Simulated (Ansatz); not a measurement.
# Cl4H4OW: the cost of one run

All numbers below are computed with Ansatz 0.2.0 (RKS PBE/def2-SVP).

## (1) The structure to begin with

Bond lengths: W1–O2 2.290 Å, O2–H3 1.010 Å, W1–H4 1.720 Å, W1–Cl5 2.390 Å, W1–Cl6 2.390 Å, W1–Cl7 2.390 Å, W1–Cl8 2.390 Å, W1–H9 2.020 Å, W1–H10 2.185 Å. Angles (14 of 29 angles, heavy atoms first): O2–W1–Cl5 90.0°, O2–W1–Cl6 90.0°, O2–W1–Cl7 90.0°, O2–W1–Cl8 180.0°, Cl5–W1–Cl6 90.0°, Cl5–W1–Cl7 180.0°, Cl5–W1–Cl8 90.0°, Cl6–W1–Cl7 90.0°, Cl6–W1–Cl8 90.0°, Cl7–W1–Cl8 90.0°, W1–O2–H3 109.5°, O2–W1–H4 90.0°, O2–W1–H9 71.6°, O2–W1–H10 41.9°.

Structure file:

```xyz
10

W     0.0000    0.0000    0.0000
O     0.0000    0.0000    2.2900
H    -0.9095   -0.2814    2.6271
H     1.7200    0.0000    0.0000
Cl    0.0000    2.3900    0.0000
Cl   -2.3900    0.0000    0.0000
Cl    0.0000   -2.3900    0.0000
Cl    0.0000    0.0000   -2.3900
H    -1.4400    1.2653    0.6370
H    -1.0969    0.9638    1.6250
```

## (2) A restrained relaxation towards end A

Springs on the bonds that form and break draw the guess towards this end; the thresholds are loose.

The input, input.yaml:

```yaml
crystal:
  periodic: [false, false, false]
  atoms:
    - { symbol: W, position_ang: [0.0, 0.0, 0.0] }
    - { symbol: O, position_ang: [0.0, 0.0, 2.29] }
    - { symbol: H, position_ang: [-0.9095, -0.2814, 2.6271] }
    - { symbol: H, position_ang: [1.72, 0.0, 0.0] }
    - { symbol: Cl, position_ang: [0.0, 2.39, 0.0] }
    - { symbol: Cl, position_ang: [-2.39, 0.0, 0.0] }
    - { symbol: Cl, position_ang: [0.0, -2.39, 0.0] }
    - { symbol: Cl, position_ang: [0.0, 0.0, -2.39] }
    - { symbol: H, position_ang: [-1.44, 1.2653, 0.637] }
    - { symbol: H, position_ang: [-1.0969, 0.9638, 1.625] }
basis:
  gaussian: { orbitals: def2-SVP }
hamiltonian:
  xc: pbe
relax:
  f_tol: 0.15
  max_steps: 25
  restrain:
    - { distance: [0, 8], at: 2.92, k: 30.0 }
    - { distance: [9, 1], at: 2.21, k: 30.0 }
    - { distance: [0, 1], at: 1.94, k: 30.0 }
    - { distance: [9, 8], at: 0.66, k: 30.0 }
output:
  orbitals: {}
```

Started as:

```bash
$ ansatz run input.yaml --threads 4 --pin off --max-ram 5120MiB --backend cpu --events-out ev --progress --plain --runs-dir out
```

Q: Estimate wall time and peak memory on 4 threads of Arm Neoverse V2, shared host.

About 54 s, with a peak of 0.23 GiB.
